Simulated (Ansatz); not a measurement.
# Cl2FHSn: the cost of one run

Program: Ansatz 0.2.0. Level of theory: RKS BLYP-D4/def2-mTZVP. These are calculated values, not measurements.

**1. Starting point**

Bond lengths: Sn1–F2 2.328 Å, Sn1–Cl4 2.579 Å, H3–Cl4 1.476 Å, Sn1–Cl5 2.370 Å. Angles: F2–Sn1–Cl4 65.2°, F2–Sn1–Cl5 100.5°, Cl4–Sn1–Cl5 98.6°, Sn1–Cl4–H3 60.3°.

Structure file:

```xyz
5

Sn    0.8656    0.7091   -0.6063
F    -0.0745   -1.4200   -0.6615
H    -0.0051   -1.0548    0.4828
Cl    0.2825   -0.2767    1.7040
Cl   -1.0685    2.0424   -0.9191
```

**2. A restrained relaxation towards end A**

Springs on the bonds that form and break draw the guess towards this end; the thresholds are loose.

Input file input.yaml:

```yaml
crystal:
  periodic: [false, false, false]
  atoms:
    - { symbol: Sn, position_ang: [0.8656, 0.7091, -0.6063] }
    - { symbol: F, position_ang: [-0.0745, -1.42, -0.6615] }
    - { symbol: H, position_ang: [-0.0051, -1.0548, 0.4828] }
    - { symbol: Cl, position_ang: [0.2825, -0.2767, 1.704] }
    - { symbol: Cl, position_ang: [-1.0685, 2.0424, -0.9191] }
basis:
  gaussian: { orbitals: def2-mTZVP }
hamiltonian:
  xc: blyp
  dispersion: d4
relax:
  f_tol: 0.15
  max_steps: 25
  restrain:
    - { distance: [2, 1], at: 2.18, k: 30.0 }
    - { distance: [0, 1], at: 1.96, k: 30.0 }
    - { distance: [0, 2], at: 1.7, k: 30.0 }
```

Launch:

```
> ansatz run input.yaml --threads 2 --pin off --max-ram 3072MiB --backend cpu --events-out ev --progress --plain --runs-dir out
```

Q: Estimate wall time and peak memory on 2 threads of Arm Neoverse V1, shared host.

About 18 s, with a peak of 0.14 GiB.
